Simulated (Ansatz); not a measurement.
# C₂H₇AlSi: one species, many methods

Aim: compute C₂H₇AlSi with functionals from several rungs and with coupled cluster. The yardstick is the atomisation energy at the CCSD(T) limit.

The runs use Ansatz 0.2.0, Gaussian basis; functionals in def2-TZVPP, the program's frozen cores in correlated methods.

The runs, in order: LDA (SPW92), PBE-D4, revPBE-D4, BLYP-D4, r2SCAN-D4, B97M-V, PBE0-D4, B3LYP-D4, r2SCANh-D4, r2SCAN0-D4, HSE06-D4, BHLYP-D4, CAM-B3LYP-D4, LC-ωPBE, ωB97X-V, ωB97M-V, B2PLYP, PBE-QIDH; CCSD(T)/def2-SVP; CCSD(T)/def2-TZVPP; MP2/def2-QZVPP; extrapolation to the limit; RPA on PBE.

### Step 1. The geometry

All runs share one geometry, relaxed beforehand with PBE0-D4 in a triple-zeta def2 set.

SMILES `C[CH]1[AlH][SiH2]1`, 11 atoms, charge 0, spin multiplicity 1.

Atoms are counted from 1 here; the program's logs count them from 0.

Bond lengths: C1–C2 1.514 Å, C1–H5 1.095 Å, C1–H6 1.093 Å, C1–H7 1.094 Å, C2–Al3 1.950 Å, C2–Si4 1.917 Å, C2–H8 1.113 Å, Al3–Si4 2.328 Å, Al3–H9 1.584 Å, Si4–H10 1.491 Å, Si4–H11 1.492 Å. Angles: C2–C1–H5 112.2°, C2–C1–H6 110.6°, C2–C1–H7 112.0°, H5–C1–H6 107.1°, H5–C1–H7 107.6°, H6–C1–H7 107.1°, C1–C2–Al3 139.8°, C1–C2–Si4 125.6°, C1–C2–H8 111.2°, Al3–C2–Si4 74.0°, Al3–C2–H8 94.4°, Si4–C2–H8 103.1°, C2–Al3–Si4 52.3°, C2–Al3–H9 142.8°, Si4–Al3–H9 164.9°, C2–Si4–Al3 53.6°, C2–Si4–H10 119.8°, C2–Si4–H11 110.5° and more.

Geometry (Å):

```
C    -0.8804    1.2684   -0.0902
C    -0.0726    0.0226   -0.3840
Al    1.7821   -0.5275   -0.6310
Si    0.2109   -1.4360    0.8268
H    -1.9472    1.0519    0.0299
H    -0.5420    1.7371    0.8372
H    -0.7826    2.0162   -0.8830
H    -0.4347   -0.4828   -1.3069
H     3.1041   -0.1813   -1.4324
H    -0.7321   -2.5912    0.8299
H     0.3597   -0.9342    2.2243
```

### Step 2. LDA

This LDA is Slater exchange with PW92 correlation.

Contents of in.yaml:

```yaml
crystal:
  periodic: [false, false, false]
  atoms:
    - {symbol: C, position_ang: [-0.880396, 1.268387, -0.090213]}
    - {symbol: C, position_ang: [-0.072554, 0.022589, -0.383983]}
    - {symbol: Al, position_ang: [1.782121, -0.527492, -0.630997]}
    - {symbol: Si, position_ang: [0.210900, -1.436004, 0.826789]}
    - {symbol: H, position_ang: [-1.947216, 1.051853, 0.029912]}
    - {symbol: H, position_ang: [-0.542016, 1.737067, 0.837207]}
    - {symbol: H, position_ang: [-0.782557, 2.016210, -0.883039]}
    - {symbol: H, position_ang: [-0.434700, -0.482752, -1.306910]}
    - {symbol: H, position_ang: [3.104139, -0.181327, -1.432379]}
    - {symbol: H, position_ang: [-0.732132, -2.591200, 0.829917]}
    - {symbol: H, position_ang: [0.359711, -0.934227, 2.224295]}
basis:
  gaussian: {orbitals: def2-TZVPP}
hamiltonian: {xc: lda}
output: {orbitals: {seedname: orbitals}}
```

Run with:

```
ansatz run in.yaml --threads 2 --pin off --events-out ev --progress --plain --max-ram 4352MiB
```

Further steps of the session: PBE-D4 (GGA); revPBE-D4 (GGA); BLYP-D4 (GGA); r2SCAN-D4 (meta-GGA); B97M-V (meta-GGA); PBE0-D4 (hybrid); B3LYP-D4 (hybrid); r2SCANh-D4 (hybrid); r2SCAN0-D4 (hybrid); HSE06-D4 (hybrid); BHLYP-D4 (hybrid); CAM-B3LYP-D4 (range-separated); LC-ωPBE (range-separated); ωB97X-V (range-separated); ωB97M-V (range-separated); B2PLYP (double hybrid); PBE-QIDH (double hybrid); CCSD(T) in def2-SVP; CCSD(T) in def2-TZVPP; MP2 in def2-QZVPP; RPA on PBE orbitals.

Q: Predict the results of all the runs planned. Wanted: atomisation energy, CCSD(T)/CBS; farthest beyond LDA; mean size of error, GGA; mean size of error, meta-GGA; mean size of error, hybrid; mean size of error, range-separated; mean size of error, double hybrid; gap, smallest and largest; T1 diagnostic.

The runs gave:

```
                               quantity                                                                                                              value
        atomisation energy, CCSD(T)/CBS                                                                                                          37.480 eV
    functionals within 0.187 eV (0.5 %)  r2SCAN-D4, PBE0-D4, B3LYP-D4, r2SCANh-D4, r2SCAN0-D4, HSE06-D4, CAM-B3LYP-D4, LC-ωPBE, ωB97X-V, ωB97M-V, PBE-QIDH
                    farthest beyond LDA                                                                                               BHLYP-D4 (-0.765 eV)
                mean size of error, GGA                                                                                                           0.373 eV
           mean size of error, meta-GGA                                                                                                           0.307 eV
             mean size of error, hybrid                                                                                                           0.196 eV
    mean size of error, range-separated                                                                                                           0.101 eV
      mean size of error, double hybrid                                                                                                           0.338 eV
              gap, smallest and largest                                                                           2.47 eV (LDA (SPW92)), 8.76 eV (LC-ωPBE)
                          T1 diagnostic                                                                                                             0.0122
triples share of the correlation energy                                                                                                              4.1 %
```

In words: LDA overbinds by 4.741 eV (13 %). PBE-D4 is off by +0.359 eV. Double hybrids carry the basis error of their MP2 part in triple zeta, and no dispersion term here, so their miss is partly the set-up's. By mean error the best rung here is range-separated (0.101 eV) and the worst beyond LDA is GGA (0.373 eV). Misses under about 0.187 eV are within the doubt on the reference itself, which lacks core-valence correlation, relativity and higher excitations. Hartree-Fock recovers 74 % of the binding; the rest is correlation. CCSD(T) in def2-SVP is off by -1.937 eV, more than most functionals: a good method in a small basis is no reference. Orbital gaps span 2.5 to 8.8 eV; exact exchange widens them.
